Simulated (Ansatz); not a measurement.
Relaxation of a periodic cell of 63 atoms, C (host C, host structure diamond, one C atom removed), to a largest force component of 0.03 eV/Å in at most 60 steps.

All numbers below come from DFT PBE-D3(BJ), scalar-relativistic, plane waves, PAW (Ansatz 0.2.0). Settings: PAW set soft_1, cutoff 420 eV, k mesh 2x2x2, fermi-dirac smearing 0.05 eV, no spin polarisation.

```xyz
63
Lattice="7.1400 0.0000 0.0000 0.0000 7.1400 0.0000 0.0000 0.0000 7.1400" Properties=species:S:1:pos:R:3
C 3.570 0.000 0.000
C 4.463 0.892 0.892
C 5.355 1.785 0.000
C 6.247 2.678 0.892
C 5.355 0.000 1.785
C 6.247 0.892 2.678
C 0.000 0.000 0.000
C 0.892 0.892 0.892
C 1.785 1.785 0.000
C 2.678 2.678 0.892
C 3.570 3.570 0.000
C 4.463 4.463 0.892
C 5.355 5.355 0.000
C 6.247 6.247 0.892
C 1.785 0.000 1.785
C 2.678 0.892 2.678
C 3.570 1.785 1.785
C 4.463 2.678 2.678
C 5.355 3.570 1.785
C 6.247 4.463 2.678
C 3.570 0.000 3.570
C 4.463 0.892 4.463
C 5.355 1.785 3.570
C 6.247 2.678 4.463
C 5.355 0.000 5.355
C 6.247 0.892 6.247
C 0.000 3.570 0.000
C 0.892 4.463 0.892
C 1.785 5.355 0.000
C 2.678 6.247 0.892
C 0.000 1.785 1.785
C 0.892 2.678 2.678
C 1.785 3.570 1.785
C 2.678 4.463 2.678
C 3.570 5.355 1.785
C 4.463 6.247 2.678
C 0.000 0.000 3.570
C 0.892 0.892 4.463
C 1.785 1.785 3.570
C 2.678 2.678 4.463
C 3.570 3.570 3.570
C 4.463 4.463 4.463
C 5.355 5.355 3.570
C 6.247 6.247 4.463
C 1.785 0.000 5.355
C 2.678 0.892 6.247
C 3.570 1.785 5.355
C 5.355 3.570 5.355
C 6.247 4.463 6.247
C 0.000 5.355 1.785
C 0.892 6.247 2.678
C 0.000 3.570 3.570
C 0.892 4.463 4.463
C 1.785 5.355 3.570
C 2.678 6.247 4.463
C 0.000 1.785 5.355
C 0.892 2.678 6.247
C 1.785 3.570 5.355
C 2.678 4.463 6.247
C 3.570 5.355 5.355
C 4.463 6.247 6.247
C 0.000 5.355 5.355
C 0.892 6.247 6.247
```

Q: Where does it end, and by what steps?

A: The forces met the threshold. After 3 steps the energy has fallen by 0.795 eV; C11 moved furthest, 0.12 Å.

```json
{"step": "0", "energy less start (eV)": "0.0000", "largest force component (eV/Å)": "1.567", "accepted": "yes"}
{"step": "1", "energy less start (eV)": "-0.6050", "largest force component (eV/Å)": "0.635", "accepted": "yes"}
{"step": "2", "energy less start (eV)": "-0.7908", "largest force component (eV/Å)": "0.101", "accepted": "yes"}
{"step": "3", "energy less start (eV)": "-0.7952", "largest force component (eV/Å)": "0.018", "accepted": "yes"}
```

```xyz
63
Lattice="7.1400 0.0000 0.0000 0.0000 7.1400 0.0000 0.0000 0.0000 7.1400" Properties=species:S:1:pos:R:3
C 3.573 0.003 -0.003
C 4.465 0.905 0.880
C 5.424 1.716 0.069
C 6.235 2.675 0.880
C 5.359 -0.007 1.792
C 6.246 0.894 2.680
C 0.007 -0.007 0.004
C 0.895 0.894 0.891
C 1.788 1.788 -0.003
C 2.690 2.680 0.880
C 3.501 3.639 0.069
C 4.460 4.450 0.880
C 5.352 5.352 -0.003
C 6.246 6.245 0.891
C 1.786 0.001 1.784
C 2.679 0.894 2.675
C 3.573 1.788 1.782
C 4.463 2.678 2.678
C 5.352 3.567 1.782
C 6.246 4.461 2.675
C 3.566 -0.007 3.563
C 4.460 0.905 4.475
C 5.352 1.788 3.573
C 6.235 2.680 4.475
C 5.352 0.003 5.358
C 6.235 0.905 6.250
C -0.003 3.567 -0.003
C 0.890 4.461 0.891
C 1.778 5.362 0.004
C 2.679 6.250 0.891
C 0.007 1.781 1.792
C 0.892 2.678 2.678
C 1.778 3.574 1.792
C 2.679 4.461 2.680
C 3.566 5.362 1.792
C 4.463 6.247 2.678
C -0.001 0.001 3.571
C 0.890 0.894 4.464
C 1.778 1.781 3.563
C 2.690 2.675 4.475
C 3.573 3.567 3.573
C 4.465 4.450 4.475
C 5.359 5.362 3.563
C 6.246 6.250 4.464
C 1.778 -0.007 5.351
C 2.690 0.905 6.245
C 3.501 1.716 5.286
C 5.424 3.639 5.286
C 6.235 4.450 6.245
C -0.001 5.354 1.784
C 0.892 6.247 2.678
C 0.007 3.574 3.563
C 0.895 4.461 4.464
C 1.786 5.354 3.571
C 2.679 6.245 4.464
C -0.003 1.788 5.358
C 0.892 2.678 6.247
C 1.788 3.567 5.358
C 2.690 4.450 6.250
C 3.573 5.352 5.358
C 4.463 6.247 6.247
C 0.007 5.362 5.351
C 0.892 6.247 6.247
```

Time of the run: 12 s on 4 threads of Arm Neoverse V2, on a shared host, peak memory 1.5 GiB.
